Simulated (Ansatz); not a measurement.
# CsYbCl3, space group Pm-3m: a relaxation of cell and ions

Run with the Ansatz DFT code, driven from Python.

The script, `vcrelax.py`:
```python
import ansatz
from ase import Atoms
from ase.io import write
import numpy as np

def edges_and_angles(cell):
    cell = np.asarray(cell)
    a, b, c = np.linalg.norm(cell, axis=1)
    cosines = cell[1] @ cell[2] / (b * c), cell[0] @ cell[2] / (a * c), cell[0] @ cell[1] / (a * b)
    return (a, b, c, *np.degrees(np.arccos(cosines)))


def main() -> None:
    structure = (
        ansatz.Lattice.cubic(5.425725)
        .space_group(221)
        .atom("Cs", (0.0, 0.0, 0.0))
        .atom("Yb", (0.5, 0.5, 0.5))
        .atom("Cl", (0.5, 0.5, 0.0))
    )

    base = (
        structure.calculation()
        .functional(ansatz.Functional.PBESOL, dispersion="d3bjatm")
        .pseudopotentials("paw")
        .basis(12 * ansatz.Ha)
        .accuracy("medium")
        .kpoints(density=2.7)
        .occupations("methfessel_paxton", width=0.15)
        .hubbard("Yb", "f", u_eff=4.0)
        .mixing("anderson", preconditioner="kerker_dos")
        .scf(tolerance=1e-07)
        .relax(force_tolerance=0.1, max_displacement=0.05, fix_cell=["c", "angles"])
        .potential()
    )
    steps = []


    def follow(event):
        if event["event"] != "relax_step":
            return
        row = event["data"]
        steps.append(row)
        print(f"step {row['step']:3d}  E = {row['lagrangian_ev']:.5f} eV  Fmax = {row['allowed_force_max_ev_ang']:.4f} eV/A  P = {row['pressure_gpa']:.3f} GPa")


    out = base.session().plan(threads=1).execute(on_event=follow)
    data = out.report

    first, last = steps[0], steps[-1]
    symbols = [site.symbol for site in out.lattice.sites]
    print(f"energy gained {first['lagrangian_ev'] - last['lagrangian_ev']:.4f} eV in {len(steps) - 1} steps")
    for label, vectors in (("before", first["cell_ang"]), ("after", out.lattice.cell_ang)):
        print(label, "a b c (A) {:.4f} {:.4f} {:.4f}  angles {:.2f} {:.2f} {:.2f}".format(*edges_and_angles(vectors)), f" V = {abs(np.linalg.det(vectors)):.3f} A^3")
    print("final stress (GPa):", np.round(np.diag(data["stress_gpa"]), 3) + 0.0)

    relaxed = Atoms(symbols, positions=[site.position_ang for site in out.lattice.sites], cell=out.lattice.cell_ang, pbc=True)
    write("relaxed.cif", relaxed, format="cif")

    moved = np.linalg.norm(np.array(last["positions_ang"]) - np.array(first["positions_ang"]), axis=1)
    print("displacement by atom (A):", " ".join(f"{s}:{d:.3f}" for s, d in zip(symbols, moved)))

    print("relaxed fractional positions")
    for site in out.lattice.sites:
        print(f"  {site.symbol:2s}", " ".join(f"{v % 1:8.5f}" for v in np.round(site.position_frac, 5)))

    energy = data["free_energy_ev"]
    print("CsYbCl3: {:.6f} eV = {:.6f} Ry = {:.6f} Ha".format(energy, energy / 13.605693, energy / 27.211386))
    print("Fermi level {:.4f} eV, {} k-points, {} symmetry operations".format(data["fermi_energy_ev"], data["n_kpoints"], data["n_symmetry_ops"]))

    v = out.potential()
    line = v.v_es_ev.mean(axis=(0, 1))
    print("planar mean of the electrostatic potential along the third grid axis (eV):")
    print(np.round(line[:: max(len(line) // 12, 1)], 3))


if __name__ == "__main__":
    main()
```

Running `python vcrelax.py` prints:
```text
DeckWarning: basis.ecutwfc = 326.536634951856 eV is below the records' recommended 420 eV, and the density's cutoff is lower with it unless basis.ecutrho_ratio is high enough to keep the records' density cutoff: compare with a run at a higher cutoff
DeckWarning: crystal.symmetry: narrowed to the stabiliser of the fixed cell quantities (relax.cell.fix) — unitary ops 48 → 16. The narrowing is safe, since a smaller group never makes results wrong: the run goes on under it, on as many k-points as the [...]
DeckWarning: relax.cell: scf.convergence.dr2_threshold = 1e-7 eV (the SCF's general default) is looser than the 5e-10 eV advised for a relaxation that steers and ends on the stress (1e-10 eV for each atom of the cell: 5). What an SCF threshold leaves in a [...]
step   1  E = -22456.61548 eV  Fmax = 0.0000 eV/A  P = -1.798 GPa
step   2  E = -22456.66128 eV  Fmax = 0.0000 eV/A  P = -0.956 GPa
step   3  E = -22456.66979 eV  Fmax = 0.0000 eV/A  P = -0.426 GPa
step   4  E = -22456.66946 eV  Fmax = 0.0000 eV/A  P = -0.490 GPa
step   5  E = -22456.66250 eV  Fmax = 0.0000 eV/A  P = -0.572 GPa
step   6  E = -22456.66309 eV  Fmax = 0.0000 eV/A  P = -0.498 GPa
step   7  E = -22456.66262 eV  Fmax = 0.0000 eV/A  P = -0.501 GPa
energy gained 0.0471 eV in 6 steps
before a b c (A) 5.4257 5.4257 5.4257  angles 90.00 90.00 90.00  V = 159.725 A^3
after a b c (A) 5.2903 5.2903 5.4257  angles 90.00 90.00 90.00  V = 151.851 A^3
final stress (GPa): [-0.004 -0.004 -1.497]
displacement by atom (A): Cs:0.000 Yb:0.096 Cl:0.096 Cl:0.068 Cl:0.068
relaxed fractional positions
  Cs  0.00000  0.00000  0.00000
  Yb  0.50000  0.50000  0.50000
  Cl  0.50000  0.50000  0.00000
  Cl  0.00000  0.50000  0.50000
  Cl  0.50000  0.00000  0.50000
CsYbCl3: -22456.662616 eV = -1650.534274 Ry = -825.267137 Ha
Fermi level 7.4811 eV, 18 k-points, 16 symmetry operations
planar mean of the electrostatic potential along the third grid axis (eV):
[ 0.931  2.017  4.867  7.527  8.372  7.515  3.765 -1.707 -4.121 -1.707
  3.765  7.515  8.372  7.527  4.867  2.017]
```
(Warnings from the package without file and line, shortened.)

`relaxed.cif`, as written:
```cif
data_image0
_chemical_formula_structural       CsYbCl3
_chemical_formula_sum              "Cs1 Yb1 Cl3"
_cell_length_a       5.290302838573089
_cell_length_b       5.290302838573089
_cell_length_c       5.425725
_cell_angle_alpha    90.0
_cell_angle_beta     90.0
_cell_angle_gamma    90.0

_space_group_name_H-M_alt    "P 1"
_space_group_IT_number       1

loop_
  _space_group_symop_operation_xyz
  'x, y, z'

loop_
  _atom_site_type_symbol
  _atom_site_label
  _atom_site_symmetry_multiplicity
  _atom_site_fract_x
  _atom_site_fract_y
  _atom_site_fract_z
  _atom_site_occupancy
  Cs  Cs1       1.0  0.0  0.0  1.3672665498850095e-68  1.0000
  Yb  Yb1       1.0  0.5  0.5  0.5  1.0000
  Cl  Cl1       1.0  0.5  0.5  0.0  1.0000
  Cl  Cl2       1.0  0.0  0.5  0.5  1.0000
  Cl  Cl3       1.0  0.5  0.0  0.5  1.0000
```

What to keep in mind:
- The settings weren't tested for convergence.
- The cutoff lies under the one recommended for these potentials.
- Forces vanish by symmetry, so the ions can't move, and the end may be a saddle.
- Under the recommended cutoff a pressure can be off by several GPa, even in sign.
- Part of the cell is held or a pressure is applied, so the end point needn't be the zero-pressure lattice.
- U, its shell and the double counting are chosen to explore, and aren't derived for this compound.
- An absolute Fermi energy rests on an arbitrary zero of the periodic potential and has no direct meaning.
- Energies along a relaxation are free energies. Rows at an unchanged volume are solved on a plane-wave basis chosen afresh for that cell, so the energy jumps there and such rows are no steps of the walk.
- The cell relaxed to the group P4/mmm; tensors and edges are in the axes of the typed cell.
- An opening on this mesh may only mean that it misses a point where bands touch.
- This cell is a computed structure, which may not be the phase found in nature.
- Wall time of the script: 54 s on 1 thread of Intel(R) Xeon(R) Platinum 8375C CPU @ 2.90GHz (Ice Lake) (shared host), peak memory 0.61 GiB.

(Lines on the test bed's own set-up are left out of the output.)
